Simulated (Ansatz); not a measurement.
# NiPtF6 (database structure): how the settings move a single-point run, part 3 of 3

Question: which choices in the input matter for NiPtF6 (database structure)?

Ansatz 0.2.0; reference level DFT r2SCAN, plane waves, PAW, scalar-relativistic, collinear spin. Earlier steps stand in the parts before.

## 5. Changed: hubbard.sites [{species: Pt, l: d, u_eff: 3.0}], hubbard.double_counting fll

File input.yaml:

```yaml
crystal:
  lattice:
    - [2.45204073, 1.41568795, 4.53602666]
    - [-2.45204073, 1.41568795, 4.53602666]
    - [0.0, -2.83137591, 4.53602666]
  atoms:
    - { symbol: Ni, position: [0.5, 0.5, 0.5], spin: 1.7 }
    - { symbol: F, position: [0.242, 0.627, 0.882] }
    - { symbol: F, position: [0.882, 0.242, 0.627] }
    - { symbol: F, position: [0.627, 0.882, 0.242] }
    - { symbol: F, position: [0.758, 0.373, 0.118] }
    - { symbol: F, position: [0.118, 0.758, 0.373] }
    - { symbol: F, position: [0.373, 0.118, 0.758] }
    - { symbol: Pt, position: [0.0, 0.0, 0.0] }
kpoints:
  mp_grid: { grid: [5, 5, 5], shift: [0, 0, 0] }
magnetization:
  spin_polarized: true
scf:
  occupations: { method: fermi_dirac }
hamiltonian:
  pseudopotentials: { kind: paw }
  xc: r2scan
  hubbard: { sites: [{ species: Pt, l: d, u_eff: 3.0 }], double_counting: fll }
basis:
  ecutwfc: 500
output:
  forces: true
  stress: true
  eigenvalues: true
```

Command:

```
$ ansatz run input.yaml --threads 1 --pin off --max-ram 2560MiB --backend cpu --events-out ev --progress --plain --runs-dir out
```

Standard output:

```text
Warning: crystal.lattice misses the space group found at crystal.symmetry.tolerance 1.0e-5 in a digit that the deck types, which is why this is a warning: making the lattice exact moves one of its numbers by a whole unit of that number's last typed decimal, or more. The operation that it misses by the most changes a squared length by the fraction 1.93e-6. The run uses the lattice that is a stretch of the typed one, with no rotation, onto the one that keeps every operation to a double's rounding (on a very oblique basis the stretch itself rounds by more); the deck's lattice vector that moved farthest moved by 1.58e-6 Å. To run the lattice as typed, set crystal.symmetry.tolerance under 1.93e-6, the least fraction by which an operation that the lattice misses changes a squared length (the same key also sets how far an atom may lie from its image, so lowering it can lose operations that the atoms keep only within it), or set crystal.symmetry.detect: false (a key that needs symmetry detection or time reversal refuses this as the deck is read). crystal.lattice made exact, in Å and degrees: [[2.452042096418646, 1.4156871627649334, 4.5360266605201645], [-2.452042096418646, 1.4156871627649334, 4.5360266605201645], [0.0, -2.8313743305298655, 4.536026658959672]]. Pasted over the deck's crystal.lattice, beside positions in fractional coordinates, it runs the same cell (given as lengths and angles, that cell in the form's own orientation, a rigid turn of the misfit's size from the one run here, for which a checkpoint.post_process_only pass over this run's state can be refused: where this run relaxes nothing, give such a pass this deck's own crystal.lattice, as typed; behind a relaxation, as crystal.lattice, the state's own cell, identity.cell in its checkpoint.json), and a matrix so pasted ends this notice, except on a very skew basis of the lattice, where the rounding of the pasted numbers themselves can read as a misfit: the cell is then moved again, and that move is told again. The lattice as run is in this notice's lattice.as_run_ang field (Run.prep()["deck_notices"] in Python, the deck_notice line of an events file, deck_notices of ansatz run --dry-run=json, or deck_notices in record.json in the deck's checkpoint.write directory).
Warning: RAYON_NUM_THREADS=1 ignored (pool sized by the plan → 1); use --threads N
Ni: projections on atomic orbitals take those of the free atom [Ne] 3s2 3p6 3d8 4s2, of charge +0.00 (hamiltonian.pseudopotentials.projection_atoms); the dataset's partial waves leave at most 1.6e-6 of an orbital's norm unspanned inside its sphere
F: projections on atomic orbitals take those of the free atom [He] 2s2 2p5, of charge +0.00 (hamiltonian.pseudopotentials.projection_atoms); the dataset's partial waves leave at most 1.6e-8 of an orbital's norm unspanned inside its sphere
Pt: projections on atomic orbitals take those of the free atom [Kr 4d10 4f14] 5s2 5p6 5d9 6s1, of charge +0.00 (hamiltonian.pseudopotentials.projection_atoms); the dataset's partial waves leave at most 9.1e-5 of an orbital's norm unspanned inside its sphere
Engine: ansatz 0.2.0, x86_64-unknown-linux-gnu
Pseudopotentials: kind: paw
Pseudopotential: Ni, paw, valence charge 18, recommended cutoff 500 eV (meta_gga), Ni.paw.azcp
Pseudopotential: F, paw, valence charge 7, recommended cutoff 500 eV (meta_gga), F.paw.azcp
Pseudopotential: Pt, paw, valence charge 18, recommended cutoff 500 eV (meta_gga), Pt.paw.azcp
Functional definition: r2SCAN
  parameter k0 = 0.174
  parameter k1 = 0.065
  parameter a1 = 4.9479
  exchange = r2scan_x(k0 = k0, k1 = k1, a1 = a1)
  correlation = r2scan_c
Crystal: 8 atoms, lattice volume = 94.476 Å³
Basis set: ecut = 500 eV, 2375 PW (Γ), exchange–correlation on 160×160×160 points (64 copies of the dense FFT grid, shifted against one another)
Bands: 48, of which v1, the nominal top of the filled ones, is band 39 counted from 1 (38 counted from 0)
Symmetry: 6 space group operations
Space group: R-3 (ITA 148), of the structure as read, at distance tolerance 4.6e-5 Å
Magnetic group: BNS 148.17 (UNI 1247), of the structure as read, at distance tolerance 4.6e-5 Å
k-points: 23 of 125
Non-local potential: Ni, projectors of the file, l = 0: 3, l = 1: 2, l = 2: 3, l = 3: 1
Non-local potential: F, projectors of the file, l = 0: 2, l = 1: 2, l = 2: 1
Non-local potential: Pt, projectors of the file, l = 0: 3, l = 1: 2, l = 2: 2, l = 3: 1
PAW form: soft (Blöchl's): semilocal exchange-correlation on the pseudo side does not see the compensation charge
PAW frozen core: Ni, regenerated for the run's functional (the file was generated under x = pbe(κ = 0.804, μ = 0.2195149727645171), c = pbe(β = 0.06672455060314922))
PAW frozen core: F, regenerated for the run's functional (the file was generated under x = pbe(κ = 0.804, μ = 0.2195149727645171), c = pbe(β = 0.06672455060314922))
PAW frozen core: Pt, regenerated for the run's functional (the file was generated under x = pbe(κ = 0.804, μ = 0.2195149727645171), c = pbe(β = 0.06672455060314922))
PAW one-centre angular grid: Ni, 590 points (default); XC on 160 Gauss nodes
PAW one-centre angular grid: F, 302 points (default); XC on 160 Gauss nodes
PAW one-centre angular grid: Pt, 590 points (default); XC on 160 Gauss nodes
Initial density: superposition of atomic densities (chi_scale 0.1, normalization cell, long waves kept (reshape's long-wave potential 0.04 eV rms))
Starting moments: Σ|m| = 1.7 μB on 1 of 8 sites
Initial wavefunctions: pseudopotential atomic-orbital guess
Functional: x = r2scan, c = r2scan; τ floored in thin density (d = 2e-4 eV/Å³)
SCF iter   1: F=—  HF=-23255.717449 eV  |F-HF|=—  |Δ(HF+E_count)|=         —  Δρ=2.60e-1 (↑1.11e-1 ↓2.60e-1)  dr2=1.05e2  dr2_τ=1.38e-1  dr2_m=5.50e0  M=0.086 μB ∫|m|=0.134 μB  β_m=0.30  ethr=3.10e-3  ⟨swp⟩=6.1  Hψ=9176  notcnv=0  defer=1
preconditioner: auto → Kerker (q_TF=auto, 2.643 Å⁻¹)  [metal: Δε(μ)=0.011 eV  Ē_g=17.459 eV  σ=0.100 eV  W_gap=0.03  n_scr=26 (ndim 8)  ℏωp=30.1 eV  f_vac=0.132  D(μ)=7.81/eV (n_scr^D=88)]
spin=Collinear: Kerker preconditioning applied to the charge; magnetization (m = ρ↑ − ρ↓) channel mixes plain (no charge-response kernel on spin).
SCF iter   2: F=—  HF=-23234.749352 eV  |F-HF|=—  |Δ(HF+E_count)|=    2.10e1  Δρ=7.48e-2 (↑5.01e-2 ↓7.48e-2)  dr2=1.52e1  dr2_τ=1.50e-1  dr2_m=3.61e-1  M=1.472 μB ∫|m|=1.481 μB  β_m=0.30  ethr=3.10e-3  ⟨swp⟩=3.9  Hψ=5817  notcnv=0  defer=139  κ⁻¹=1.0e0(r=1)
SCF iter   3: F=—  HF=-23233.725463 eV  |F-HF|=—  |Δ(HF+E_count)|=    1.02e0  Δρ=7.55e-2 (↑3.40e-2 ↓7.55e-2)  dr2=2.21e0  dr2_τ=5.08e-2  dr2_m=1.23e0  M=1.985 μB ∫|m|=2.005 μB  β_m=1.00  ethr=3.10e-3  ⟨swp⟩=2.8  Hψ=3220  notcnv=0  defer=135  κ⁻¹=1.1e-2(r=2)
SCF iter   4: F=—  HF=-23234.425152 eV  |F-HF|=—  |Δ(HF+E_count)|=   7.00e-1  Δρ=3.11e-2 (↑2.41e-2 ↓3.11e-2)  dr2=2.78e0  dr2_τ=1.54e-2  dr2_m=3.25e-2  M=1.995 μB ∫|m|=2.054 μB  β_m=0.30  ethr=2.83e-3  ⟨swp⟩=3.6  Hψ=4935  notcnv=0  defer=69  κ⁻¹=3.9e-3(r=3)
SCF iter   5: F=—  HF=-23235.129152 eV  |F-HF|=—  |Δ(HF+E_count)|=   7.04e-1  Δρ=1.37e-2 (↑1.37e-2 ↓8.93e-3)  dr2=3.20e-1  dr2_τ=3.11e-3  dr2_m=6.04e-2  M=2.000 μB ∫|m|=2.078 μB  β_m=1.00  ethr=2.83e-3  ⟨swp⟩=2.1  Hψ=3087  notcnv=0  defer=132  κ⁻¹=5.1e-4(r=4)
SCF iter   6: F=—  HF=-23235.358996 eV  |F-HF|=—  |Δ(HF+E_count)|=   2.30e-1  Δρ=6.90e-3 (↑4.60e-3 ↓6.90e-3)  dr2=8.29e-2  dr2_τ=8.14e-4  dr2_m=1.06e-2  M=2.000 μB ∫|m|=2.089 μB  β_m=1.00  ethr=4.10e-4  ⟨swp⟩=2.4  Hψ=3865  notcnv=0  defer=105  κ⁻¹=1.5e-4(r=5)
SCF iter   7: F=—  HF=-23235.596931 eV  |F-HF|=—  |Δ(HF+E_count)|=   2.38e-1  Δρ=4.66e-3 (↑4.66e-3 ↓3.25e-3)  dr2=4.78e-2  dr2_τ=5.89e-4  dr2_m=8.03e-4  M=2.000 μB ∫|m|=2.086 μB  β_m=1.20  ethr=1.06e-4  ⟨swp⟩=2.0  Hψ=3768  notcnv=0  defer=105
Mixer restart at iter 7: flushing history
spin-set hold released at iteration 7 (site moments contracting): the magnetisation degrees of freedom join the quasi-Newton model from the next iteration; the mixer history was flushed
SCF iter   8: F=—  HF=-23235.739511 eV  |F-HF|=—  |Δ(HF+E_count)|=   1.43e-1  Δρ=2.05e-3 (↑2.05e-3 ↓1.98e-3)  dr2=1.85e-2  dr2_τ=2.18e-4  dr2_m=3.97e-4  M=2.000 μB ∫|m|=2.084 μB  β_m=1.20  ethr=6.12e-5  ⟨swp⟩=2.0  Hψ=4149  notcnv=0  defer=103  κ⁻¹=1.0e0(r=1)
SCF iter   9: F=—  HF=-23235.864012 eV  |F-HF|=—  |Δ(HF+E_count)|=   1.25e-1  Δρ=1.56e-3 (↑1.47e-3 ↓1.56e-3)  dr2=1.21e-2  dr2_τ=9.23e-5  dr2_m=2.77e-5  M=2.000 μB ∫|m|=2.082 μB  β_m=1.20  ethr=2.37e-5  ⟨swp⟩=2.2  Hψ=4417  notcnv=0  defer=78  κ⁻¹=9.2e-2(r=2)
SCF iter  10: F=—  HF=-23235.935657 eV  |F-HF|=—  |Δ(HF+E_count)|=   7.16e-2  Δρ=7.41e-4 (↑7.21e-4 ↓7.41e-4)  dr2=3.59e-3  dr2_τ=2.69e-5  dr2_m=8.45e-6  M=2.000 μB ∫|m|=2.079 μB  β_m=1.20  ethr=1.55e-5  ⟨swp⟩=2.0  Hψ=4023  notcnv=0  defer=78  κ⁻¹=1.6e-2(r=3)
SCF iter  11: F=—  HF=-23235.934518 eV  |F-HF|=—  |Δ(HF+E_count)|=   1.14e-3  Δρ=4.48e-4 (↑4.36e-4 ↓4.48e-4)  dr2=1.31e-3  dr2_τ=9.93e-6  dr2_m=8.76e-6  M=2.000 μB ∫|m|=2.079 μB  β_m=1.20  ethr=4.60e-6  ⟨swp⟩=2.2  Hψ=2767  notcnv=0  defer=78  κ⁻¹=9.5e-3(r=4)
SCF iter  12: F=—  HF=-23235.935883 eV  |F-HF|=—  |Δ(HF+E_count)|=   1.36e-3  Δρ=3.28e-4 (↑3.19e-4 ↓3.28e-4)  dr2=5.99e-4  dr2_τ=4.25e-6  dr2_m=2.53e-6  M=2.000 μB ∫|m|=2.078 μB  β_m=1.20  ethr=1.67e-6  ⟨swp⟩=2.0  Hψ=2176  notcnv=0  defer=78  κ⁻¹=2.5e-3(r=5)
SCF iter  13: F=—  HF=-23235.936249 eV  |F-HF|=—  |Δ(HF+E_count)|=   3.66e-4  Δρ=1.96e-4 (↑1.96e-4 ↓1.74e-4)  dr2=1.68e-4  dr2_τ=1.18e-6  dr2_m=4.41e-6  M=2.000 μB ∫|m|=2.077 μB  β_m=1.20  ethr=7.67e-7  ⟨swp⟩=2.5  Hψ=3809  notcnv=0  defer=78  κ⁻¹=1.3e-3(r=6)
SCF iter  14: F=—  HF=-23235.936289 eV  |F-HF|=—  |Δ(HF+E_count)|=   4.00e-5  Δρ=1.33e-4 (↑1.33e-4 ↓1.33e-4)  dr2=5.54e-5  dr2_τ=9.01e-7  dr2_m=6.39e-8  M=2.000 μB ∫|m|=2.077 μB  β_m=1.20  ethr=2.16e-7  ⟨swp⟩=2.0  Hψ=3713  notcnv=0  defer=78  κ⁻¹=2.9e-4(r=7)
SCF iter  15: F=—  HF=-23235.936305 eV  |F-HF|=—  |Δ(HF+E_count)|=   1.62e-5  Δρ=6.14e-5 (↑6.14e-5 ↓6.07e-5)  dr2=1.32e-5  dr2_τ=1.68e-7  dr2_m=5.55e-8  M=2.000 μB ∫|m|=2.077 μB  β_m=1.20  ethr=7.10e-8  ⟨swp⟩=2.4  Hψ=3616  notcnv=0  defer=78  κ⁻¹=9.0e-5(r=8)
SCF iter  16: F=—  HF=-23235.936323 eV  |F-HF|=—  |Δ(HF+E_count)|=   1.80e-5  Δρ=3.75e-5 (↑3.54e-5 ↓3.75e-5)  dr2=4.26e-6  dr2_τ=6.03e-8  dr2_m=1.18e-8  M=2.000 μB ∫|m|=2.077 μB  β_m=1.20  ethr=1.69e-8  ⟨swp⟩=2.5  Hψ=3911  notcnv=0  defer=78  κ⁻¹=4.0e-5(r=8)
SCF iter  17: F=—  HF=-23235.936327 eV  |F-HF|=—  |Δ(HF+E_count)|=   3.55e-6  Δρ=1.81e-5 (↑1.57e-5 ↓1.81e-5)  dr2=9.12e-7  dr2_τ=1.67e-8  dr2_m=1.74e-8  M=2.000 μB ∫|m|=2.077 μB  β_m=1.20  ethr=5.46e-9  ⟨swp⟩=2.5  Hψ=3913  notcnv=0  defer=78  κ⁻¹=2.1e-5(r=8)
SCF iter  18: F=—  HF=-23235.936326 eV  |F-HF|=—  |Δ(HF+E_count)|=   1.13e-7  Δρ=1.23e-5 (↑1.23e-5 ↓1.22e-5)  dr2=3.88e-7  dr2_τ=7.33e-9  dr2_m=2.94e-9  M=2.000 μB ∫|m|=2.077 μB  β_m=1.20  ethr=1.17e-9  ⟨swp⟩=2.5  Hψ=3902  notcnv=0  defer=78  κ⁻¹=2.9e-5(r=8)
SCF iter  19: F=-23235.936327 eV  HF=-23235.936327 eV  |F-HF|=1.02e-7  |Δ(HF+E_count)|=   7.50e-7  Δρ=5.83e-6 (↑5.11e-6 ↓5.83e-6)  dr2=9.47e-8  dr2_τ=1.24e-9  dr2_m=2.41e-9  M=2.000 μB ∫|m|=2.077 μB  ethr=1.28e-10  ⟨swp⟩=10.8  Hψ=10527  notcnv=0
SCF 1 converged in 19 iterations: F = -23235.936327 eV  dr2 = 9.47e-8
this state was not tested for a lower state beside it, because the mixer in use, unlike msr1, does not test its closes by its own steps (another_mixer; see scf.mixing.algorithm and scf.lower_state_search)
SCF converged after 19 iterations
Magnetization: 2.0000 μB (40.0000 up, 38.0000 down)
Absolute magnetization: 2.0765 μB (∫|ρ↑−ρ↓|, with the PAW one-centre terms)
Spin contamination: 0.0060 ħ² per cell (⟨S²⟩ above its minimum at these occupations)
Per-site moments (μB) at R_I (Å): [(1.6917445417017642, 0.8033562428300424), (0.030986223218446206, 0.7796011729488987), (0.0309862232184462, 0.7796011729488987), (0.030986223218446296, 0.7796011729488985), (0.030986223218446265, 0.7796011729488987), (0.03098622321844623, 0.7796011729488986), (0.03098622321844636, 0.7796011729488985), (0.04088084775788191, 0.7796011729488985)]
Free energy (F): -23235.936327 eV
Harris-Foulkes:  -23235.936327 eV  (|F-HF|=1.02e-7)
Internal energy: -23235.936324 eV  (E = F + TS)
E sigma→0 (E₀):  -23235.936325 eV
Entropy (-TS):   -0.000004 eV (-0.000 meV/atom)
Fermi energy:    6.974001 eV
--- Per-component energies (eV) ---
  E_band       = -1192.166702
  E_kinetic    = 2155.540381
  E_local      = -11117.989931  (includes V_loc(G=0)·N_el)
  E_nonlocal   = 1290.405717
  E_hartree    = 4412.068716
  E_xc         = -797.594803
  E_vxc        = -1138.343216  (∫ρ·V_xc dr)
  E_hubbard    = 1.563137  (on-site DFT+U / exact-exchange correction)
  E_vhub       = -8.264770  (the Hubbard potential's part of the band-sum identity)
  E_paw        = -12345.222838  (= ΣΔE_a)
  E_vpaw       = -1276.037114  (= ΣTr[D̂ρ^β])
  E_aug_tail   = 0.006944  (compensation charges beyond the density's cutoff)
  E_vtau       = 78.382018  (kinetic-family band-sum trace: ∫τ·v_τ [+ j·A + Jᵃ·Aᵃ] dr)
  E_ewald      = -6833.993735
  E_core_change = -0.719912  (= ΣΔE_core)
  E_smearing   = -0.000004  (= −TS)
  E_closure    = -0.000000  (closes the sum)
  Σ components = -23235.936327   (vs F -23235.936327, Δ=0.00e0)
--- Forces (eV/Å), atoms counted from 1 ---
  atom   1  Ni     0.00000000    -0.00000000     0.00000000
  atom   2  F      1.17631163    -0.23140838    -0.65479672
  atom   3  F     -0.38775028     1.13441994    -0.65479672
  atom   4  F     -0.78856135    -0.90301156    -0.65479672
  atom   5  F     -1.17631163     0.23140838     0.65479672
  atom   6  F      0.38775028    -1.13441994     0.65479672
  atom   7  F      0.78856135     0.90301156     0.65479672
  atom   8  Pt     0.00000000     0.00000000     0.00000000
  max |Σ_I F_I| component: 2.22e-16 eV/Å
--- Stress (GPa, compression-positive) ---
       12.692744       0.000477       0.000000
       -0.000477      12.692744       0.000000
       -0.000000       0.000000      11.870452
  P = ⅓ Tr σ = 12.4186 GPa (124.186 kbar)
--- Band table (eV; the first three rows and the last of 46) ---
  k-point 0 ↑: bands = ["-102.1366", "-96.0152", "-61.0432", "-61.0260", "-61.0260", "-49.6455", "-49.5546", "-49.5546", "-19.3441", "-18.6288", "-18.6288", "-18.4026", "-18.2811", "-18.2811", "-2.3654", "-2.3654", "-2.2163", "-1.7252", "-1.5902", "-1.5902", "-0.1448", "-0.1448", "0.1285", "1.5727", "1.7167", "2.1181", "2.1181", "2.2089", "2.2089", "2.3626", "2.5147", "2.5147", "2.9616", "2.9616", "3.4442", "4.2209", "4.2209", "4.9941", "5.1821", "5.1821", "9.5137", "9.5137", "11.4261", "17.8487", "18.8569", "19.1647", "19.5751", "19.5751"]
  k-point 1 ↑: bands = ["-102.1367", "-96.0152", "-61.0432", "-61.0260", "-61.0260", "-49.6455", "-49.5546", "-49.5546", "-19.2580", "-18.6451", "-18.6320", "-18.4089", "-18.3479", "-18.2887", "-2.2859", "-2.2779", "-2.0645", "-1.6425", "-1.5571", "-1.4858", "-0.3392", "-0.2335", "-0.0561", "1.3328", "1.5483", "1.6399", "2.0537", "2.1294", "2.2612", "2.3346", "2.3992", "2.5052", "3.2447", "3.4553", "3.7446", "4.3893", "4.4354", "4.8917", "5.0391", "5.0810", "9.3145", "9.3668", "12.0823", "17.7322", "18.1662", "18.7033", "19.0465", "19.6413"]
  k-point 2 ↑: bands = ["-102.1367", "-96.0152", "-61.0432", "-61.0261", "-61.0260", "-49.6455", "-49.5547", "-49.5546", "-19.0568", "-18.6680", "-18.6380", "-18.5879", "-18.3535", "-18.2990", "-2.2158", "-2.1085", "-1.8281", "-1.4058", "-1.2788", "-1.1723", "-0.7673", "-0.4871", "-0.3622", "0.6229", "1.0359", "1.2182", "2.1190", "2.2000", "2.3035", "2.3504", "2.4000", "2.5302", "3.7476", "4.0180", "4.2196", "4.5429", "4.5661", "4.6491", "4.8826", "4.9383", "8.9464", "9.1263", "13.7018", "15.7178", "17.9944", "18.4855", "19.0348", "19.4095"]
  k-point 22 ↓: bands = ["-98.8505", "-95.9669", "-57.9177", "-57.9177", "-57.8866", "-49.5833", "-49.4979", "-49.4979", "-18.9376", "-18.7181", "-18.5442", "-18.4526", "-18.2622", "-18.2217", "-2.3778", "-2.1102", "-1.6419", "-1.2130", "-1.1224", "-1.0655", "-0.2808", "0.1373", "0.2920", "1.0930", "1.2906", "1.4048", "1.8400", "1.9620", "2.2317", "2.4107", "2.4391", "2.5104", "4.1914", "4.3596", "4.3826", "5.4340", "5.4790", "5.5194", "8.6321", "8.8295", "9.5294", "9.5958", "14.3758", "15.1614", "17.9341", "18.9563", "19.1971", "20.6799"]
Occupation matrices written to <dir>
```

Run time: 41 s. Hardware: 1 thread of Intel Xeon Platinum 8488C (Sapphire Rapids), shared host; peak memory 0.95 GiB.

Changing the Hubbard U moves the energy by +196.9 meV/atom, and the largest force goes from 1.33 to 1.37 eV/Å. The U term adds an energy of its own, so the shift says nothing about which run is better. Cost: 19 SCF cycles against 18.

## 6. Changing settings: occupations.method tetrahedron_uncorrected, accuracy high

File input.yaml:

```yaml
crystal:
  lattice:
    - [2.45204073, 1.41568795, 4.53602666]
    - [-2.45204073, 1.41568795, 4.53602666]
    - [0.0, -2.83137591, 4.53602666]
  atoms:
    - { symbol: Ni, position: [0.5, 0.5, 0.5], spin: 1.7 }
    - { symbol: F, position: [0.242, 0.627, 0.882] }
    - { symbol: F, position: [0.882, 0.242, 0.627] }
    - { symbol: F, position: [0.627, 0.882, 0.242] }
    - { symbol: F, position: [0.758, 0.373, 0.118] }
    - { symbol: F, position: [0.118, 0.758, 0.373] }
    - { symbol: F, position: [0.373, 0.118, 0.758] }
    - { symbol: Pt, position: [0.0, 0.0, 0.0] }
kpoints:
  mp_grid: { grid: [5, 5, 5], shift: [0, 0, 0] }
magnetization:
  spin_polarized: true
scf:
  occupations: { method: tetrahedron_uncorrected }
hamiltonian:
  pseudopotentials: { kind: paw }
  xc: r2scan
basis:
  ecutwfc: 500
output:
  forces: true
  stress: true
  eigenvalues: true
  write_density: true
  write_potential: true
  elf: true
  volumetric_format: npy
accuracy: high
```

Command:

```
$ ansatz run input.yaml --threads 1 --pin off --max-ram 2560MiB --backend cpu --events-out ev --progress --plain --runs-dir out
```

Standard output (excerpt; [...] marks lines left out):

```text
Warning: crystal.lattice misses the space group found at crystal.symmetry.tolerance 1.0e-5 in a digit that the deck types, which is why this is a warning: making the lattice exact moves one of its numbers by a whole unit of that number's last typed decimal, or more. The operation that it [...]
Warning: RAYON_NUM_THREADS=1 ignored (pool sized by the plan → 1); use --threads N
band count auto-derived: 49 (N_el = 78.0; filled up to band 39; 48 by the electrons, moments and atoms)
[...]
Pseudopotentials: kind: paw
Pseudopotential: Ni, paw, valence charge 18, recommended cutoff 500 eV (meta_gga), Ni.paw.azcp
[...]
  atom   2  F      1.14364750    -0.23541357    -0.64147219
  atom   3  F     -0.36794961     1.10813457    -0.64147219
  atom   4  F     -0.77569788    -0.87272100    -0.64147219
  atom   5  F     -1.14364750     0.23541357     0.64147219
  atom   6  F      0.36794961    -1.10813457     0.64147219
  atom   7  F      0.77569788     0.87272100     0.64147219
  atom   8  Pt     0.00000000     0.00000000     0.00000000
[...]
--- Stress (GPa, compression-positive) ---
       12.513749      -0.000055      -0.000000
        0.000055      12.513749       0.000000
        0.000000       0.000000      11.790004
  P = ⅓ Tr σ = 12.2725 GPa (122.725 kbar)
--- Band table (eV; the first three rows and the last of 46) ---
[...]
```

Run time: 62 s. Hardware: 1 thread of Intel Xeon Platinum 8488C (Sapphire Rapids), shared host; peak memory 1.3 GiB.

Changing the smearing and accuracy level leaves the energy as it was (0.0 meV/atom).

## 7. All runs together

This closing draws on all 3 parts.

```tsv
run	ending	energy change	pressure (GPa)	abs. moment (μB)	force (eV/Å)	cycles	time
reference	converged	0	12.3	2.08	1.33	18	43 s
1: xc pbesol, ecutwfc 33.1 Ry	converged	not comparable	11.7	2.07	1.41	13	18 s
2: eigensolver.kind davidson, ecutwfc 350 eV, basis.precision f64	converged	+78.0 meV/atom	12.1	2.10	1.29	18	36 s
3: hubbard.sites [{species: Pt, l: d, u_eff: 3.0}], hubbard.double_counting fll	converged	+196.9 meV/atom (U changed: no physical gain or loss)	12.4	2.08	1.37	19	41 s
4: occupations.method tetrahedron_uncorrected, accuracy high	converged	0.0 meV/atom (σ→0)	12.3	2.08	1.33	27	62 s
```

Times don't compare one to one where runs were asked for different outputs or read a saved state (see the inputs); cycles may leave out searches for a lower state.

Residual by cycle in the longest SCF loop of each run; runs are numbered as in the table. The quantity is the density residual dr2, in eV.

```tsv
cycle	reference	run 1	run 2	run 3	run 4
1	88.9	98.9	88.2	105	107
3	2.48	2.81	2.24	2.21	5.62
6	0.0946	0.00783	0.0508	0.0829	0.0932
8	0.0102	1.6e-4	0.00623	0.0185	0.0163
10	1.6e-4	1.3e-6	8.8e-5	0.00359	0.00203
13	3.5e-6	2.6e-9	4.3e-6	1.7e-4	1.1e-4
15	3.9e-7	-	1.8e-7	1.3e-5	6.6e-6
18	6.9e-9	-	7.4e-9	3.9e-7	2.5e-7
20	-	-	-	-	2.6e-8
22	-	-	-	-	3.9e-9
25	-	-	-	-	1.4e-10
27	-	-	-	-	3.2e-11
```

What this shows: Run 2 ran under the cutoff that the potentials recommend, as the log warns, so basis error is mixed into its values. A changed U is a change of model: its shifts are not errors of convergence. The structure is not at rest: the sound run finds 12 GPa, so these are no properties of the relaxed crystal. 

Caveats on the reference run: its magnetic state comes from one start and may not be the lowest.
